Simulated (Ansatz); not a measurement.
**Ti6O: further runs on the relaxed cell**

One table from this session's results is given with a row withheld; the runs are named, their logs left out.

Computed with Ansatz 0.2.0 (DFT PBEsol, scalar-relativistic, plane waves, PAW, unless a step's input says otherwise).

1 further run of the same task is left out (set aside as unsound or not needed).

### The system as given

Symmetry: P-31m, No. 162, trigonal system. The conventional cell has a = 5.052 Å, b = 5.052 Å, c = 4.690 Å, α = 90.00°, β = 90.00°, γ = 120.00°. Ti (site symmetry m) has 1 O at 2.07 Å as nearest neighbours. O (site symmetry -3m) is surrounded by 6 Ti at 2.07 Å.

Structure file:

```
Ti O
1.0
     5.05243    0.00000    0.00000
    -2.52621    4.37553    0.00000
     0.00000    0.00000    4.69045
Ti O
6 1
Direct
  0.33133 0.00000 0.25948
  0.00000 0.33133 0.25948
  0.66867 0.66867 0.25948
  0.00000 0.66867 0.74052
  0.66867 0.00000 0.74052
  0.33133 0.33133 0.74052
  0.00000 0.00000 0.00000
```

It is the result of an earlier relaxation at this level (volume 14.81 Å³/atom; gap on the mesh: none (metal)).

The first run:

The input, input.yaml:

```yaml
crystal:
  lattice:
    - [5.0013869554, 0.0, 0.0]
    - [-2.5006934777, 4.3313281575, 0.0]
    - [0.0, 0.0, 4.643072855]
  atoms:
    - { symbol: Ti, position: [0.3313261789, 0.0, 0.2594789716] }
    - { symbol: Ti, position: [0.0, 0.3313261789, 0.2594789716] }
    - { symbol: Ti, position: [0.6686738211, 0.6686738211, 0.2594789716] }
    - { symbol: Ti, position: [0.0, 0.6686738211, 0.7405210284] }
    - { symbol: Ti, position: [0.6686738211, 0.0, 0.7405210284] }
    - { symbol: Ti, position: [0.3313261789, 0.3313261789, 0.7405210284] }
    - { symbol: O, position: [0.0, 0.0, 0.0] }
basis:
  ecutwfc: 420
kpoints:
  mp_grid: { grid: [12, 12, 8] }
hamiltonian:
  xc: pbesol
scf:
  occupations: { method: gaussian, width: 0.1 }
output:
  forces: true
  stress: true
  eigenvalues: true
relax:
  adjacent_minimum: "off"
  f_tol: 0.01
  max_steps: 30
  cell: { stress_tol: 0.1, fix: [volume] }
```

The run is started by

```bash
ansatz run input.yaml --threads 2 --pin off --max-ram 5120MiB --backend cpu --events-out ev --progress --plain --runs-dir out
```

Among the steps run: Volume × 0.97; The cell scaled to 1.03 of its volume; Volume × 0.94; The cell scaled to 1.06 of its volume; The cell scaled to 0.91 of its volume; The cell scaled to 1.10 of its volume; The cell scaled to 0.88 of its volume.

One table of the session follows, with a row left open; its other results are not shown here.

It belongs to the step «Fit of the equation of state». 

| volume (Å³/atom) | energy above the lowest point (meV/atom) | pressure (GPa) |
| --- | --- | --- |
| 13.036 | 115.7 | 23.15 |
| 13.480 | 61.7 | 16.05 |
| 13.924 | 25.9 | 9.91 |
| 14.369 | ? | ? |
| 14.813 | 0.0 | -0.03 |
| 15.258 | 5.8 | -4.02 |
| 15.702 | 21.9 | -7.45 |
| 16.294 | 56.9 | -11.31 |

Q: Estimate the row for volume (Å³/atom) = 14.369 from the others.

Worked estimate for «energy above the lowest point (meV/atom)». A straight line through the neighbours (13.924, 25.9) and (14.813, 0.0) gives 25.9 + (0.0 − 25.9) × (14.369 − 13.924) / (14.813 − 13.924) = 12.9; a parabola fitted to 4 rows on both sides gives 6.0.

**Answer.** energy above the lowest point (meV/atom): 6.1; pressure (GPa): 4.58. In «energy above the lowest point (meV/atom)» the line misses by +6.8 and the parabola by -0.1.

To keep in mind: The final runs have no spin polarisation, so no magnetic state was tried and one may lie lower.
